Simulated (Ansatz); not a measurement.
# CsGdO3, space group Pm-3m: a scan of the Hubbard U

With Ansatz 0.2.0, Python API.

Notebook, run cell by cell (the value of a cell's last expression is shown):

In [1]:
```python
import warnings

import ansatz
import numpy as np
```

In [2]:
```python
def count_gap(report):
    # lowest empty less highest filled band, counting bands; zero where they overlap
    return max(report.get('gap_by_band_count_ev') or 0.0, 0.0)
```

In [3]:
```python
warnings.simplefilter('ignore', ansatz.DeckWarning)

lattice = ansatz.Lattice.of(
    [4.545455, 0.0, 0.0],
    [0.0, 4.545455, 0.0],
    [0.0, 0.0, 4.545455],
)
sites = [
    ('Cs', [0.0, 0.0, 0.0]),
    ('Gd', [0.5, 0.5, 0.5]),
    ('O', [0.5, 0.5, 0.0]),
    ('O', [0.5, 0.0, 0.5]),
    ('O', [0.0, 0.5, 0.5]),
]
xtal = ansatz.Crystal(lattice=lattice)
for symbol, position in sites:
    xtal = xtal.atom(symbol, position)
xtal = xtal.moments(Gd=4.9)

xtal.resolved().tree()['lattice']
```
Out [3]:
```text
((4.545455, 0.0, 0.0), (0.0, 4.545455, 0.0), (0.0, 0.0, 4.545455))
```

In [4]:
```python
calc = (
    xtal.calculation()
    .functional('LDA')
    .kpoints(5, center='gamma')
    .occupations('fermi_dirac')
    .spin('collinear')
    .band_table()
)
rows = []
for u in [0.0, 2.0, 4.0, 6.0]:
    rep = calc.hubbard('Gd', 'f', u_eff=u).run().report
    shell = rep['hubbard']['n_scf']
    rows.append((u, count_gap(rep), sum(shell) / len(shell), max(abs(m) for m in rep['site_moments_mub']), rep['n_iterations']))
lines = [','.join(['U_eff eV', 'gap by band count eV', 'Gd f occupation (projector)', 'largest moment muB', 'iterations'])] + [','.join(f'{v:.4f}' if isinstance(v, float) else str(v) for v in row) for row in rows]
print('\n'.join(lines))
with open('plus_u.csv', 'w') as handle:
    handle.write('\n'.join(lines) + '\n')
```
```text
U_eff eV,gap by band count eV,Gd f occupation (projector),largest moment muB,iterations
0.0000,0.0000,7.0305,6.5932,14
2.0000,0.0000,7.0303,6.7073,13
4.0000,0.0000,7.0290,6.7648,12
6.0000,0.0000,7.0263,6.7973,12
```

From U = 0 to 6 eV the largest site moment goes from 6.59 to 6.80 μB.

Caveats:
- Open f shells: with a Hubbard U, without spin-orbit coupling; the state reached hangs on the start and needn't be the lowest.
- For a metal this k-point mesh is coarse: on a finer one energies can move by several to tens of meV an atom and pressures by half a GPa or more, differences at one mesh by less.
- A gap by band count of zero or less means overlapping bands, a metal.
- This cell is a computed structure, which may not be the phase found in nature.
- Levels are Kohn-Sham eigenvalues on this mesh, without spin-orbit coupling.
- Shell occupations and the effect of U depend on the projectors; a run with no .spin step is spin-unpolarised, and each U may end in a state that isn't the lowest.
- The script silences the warnings on its input, which a real study should read.
- Timing: 50 s on 1 thread of Arm Neoverse N1, with other jobs on the host, peak memory 0.52 GiB.
